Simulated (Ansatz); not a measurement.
# Si2H4Br2: a ladder of functionals and wavefunction methods

The task here is to estimate one member of a computed series from the others.

Computed with Ansatz 0.2.0, Gaussian basis. Level: functionals in def2-TZVPP, the program's frozen cores in correlated methods.

Levels to be run: LDA (SPW92), PBE-D4, revPBE-D4, BLYP-D4, r2SCAN-D4, B97M-V, PBE0-D4, B3LYP-D4, r2SCANh-D4, r2SCAN0-D4, HSE06-D4, BHLYP-D4, CAM-B3LYP-D4, LC-ωPBE, ωB97X-V, ωB97M-V, B2PLYP, PBE-QIDH; CCSD(T)/def2-SVP; CCSD(T)/def2-TZVPP; MP2/def2-QZVPP; extrapolation to the limit; RPA on PBE.

### The geometry

An earlier PBE0-D4 in a triple-zeta def2 set relaxation fixed the geometry.

SMILES `[SiH3][SiH](Br)Br`, 8 atoms, charge 0, spin multiplicity 1.

Atoms are counted from 1 here; the program's logs count them from 0.

Bond lengths: Si1–Si2 2.334 Å, Si1–H5 1.486 Å, Si1–H6 1.484 Å, Si1–H7 1.486 Å, Si2–Br3 2.221 Å, Si2–Br4 2.221 Å, Si2–H8 1.481 Å. Angles: Si2–Si1–H5 109.3°, Si2–Si1–H6 108.0°, Si2–Si1–H7 109.3°, H5–Si1–H6 110.2°, H5–Si1–H7 109.9°, H6–Si1–H7 110.2°, Si1–Si2–Br3 108.8°, Si1–Si2–Br4 108.8°, Si1–Si2–H8 115.4°, Br3–Si2–Br4 109.9°, Br3–Si2–H8 106.9°, Br4–Si2–H8 106.9°.

Set-up of the first run:

in.yaml

```yaml
crystal:
  periodic: [false, false, false]
  atoms:
    - {symbol: Si, position_ang: [-0.373966, 1.179352, 0.059837]}
    - {symbol: Si, position_ang: [0.188777, -1.085593, 0.017702]}
    - {symbol: Br, position_ang: [2.074257, -1.376247, 1.154267]}
    - {symbol: Br, position_ang: [0.475083, -1.712700, -2.093245]}
    - {symbol: H, position_ang: [-0.555393, 1.613884, 1.469181]}
    - {symbol: H, position_ang: [0.733426, 1.939395, -0.571634]}
    - {symbol: H, position_ang: [-1.634909, 1.385743, -0.698754]}
    - {symbol: H, position_ang: [-0.815176, -2.001036, 0.606847]}
basis:
  gaussian: {orbitals: def2-TZVPP}
hamiltonian: {xc: lda}
output: {orbitals: {seedname: orbitals}}
```

On the command line:

```bash
$ ansatz run in.yaml --threads 4 --pin off --events-out ev --progress --plain --max-ram 10444MiB
```

Steps of the session up to this table: LDA; PBE-D4 (GGA); revPBE-D4 (GGA); BLYP-D4 (GGA); r2SCAN-D4 (meta-GGA); B97M-V (meta-GGA); B3LYP-D4 (hybrid); r2SCANh-D4 (hybrid); r2SCAN0-D4 (hybrid); HSE06-D4 (hybrid); BHLYP-D4 (hybrid); CAM-B3LYP-D4 (range-separated); LC-ωPBE (range-separated); ωB97X-V (range-separated); ωB97M-V (range-separated); B2PLYP (double hybrid); PBE-QIDH (double hybrid).

One table of the session follows, with a row left open; its other results are not shown here.

It belongs to the step «Orbital energies across the functionals». 

```
  functional  HOMO (eV)  gap (eV)
 LDA (SPW92)      -6.99      4.98
      PBE-D4      -6.88      5.10
   revPBE-D4      -6.84      5.15
     BLYP-D4          ?         ?
   r2SCAN-D4      -7.18      5.65
      B97M-V      -7.28      5.71
     PBE0-D4      -8.05      7.11
    B3LYP-D4      -7.84      6.72
  r2SCANh-D4      -7.60      6.37
  r2SCAN0-D4      -8.24      7.44
    HSE06-D4      -7.66      6.35
    BHLYP-D4      -9.10      9.14
CAM-B3LYP-D4      -9.32      9.46
     LC-ωPBE     -10.62     11.87
     ωB97X-V     -10.30     11.45
     ωB97M-V     -10.10     11.01
```

Estimate the missing values for BLYP-D4.

Worked estimate for «HOMO (eV)». Against the share of exact exchange, B3LYP-D4 (0.2, -7.84), BHLYP-D4 (0.5, -9.10) give a slope of -4.20 per unit share; at 0 the line stands at -7.00.

As computed: HOMO (eV): -6.74; gap (eV): 5.11. In «HOMO (eV)» the line misses by -0.26.
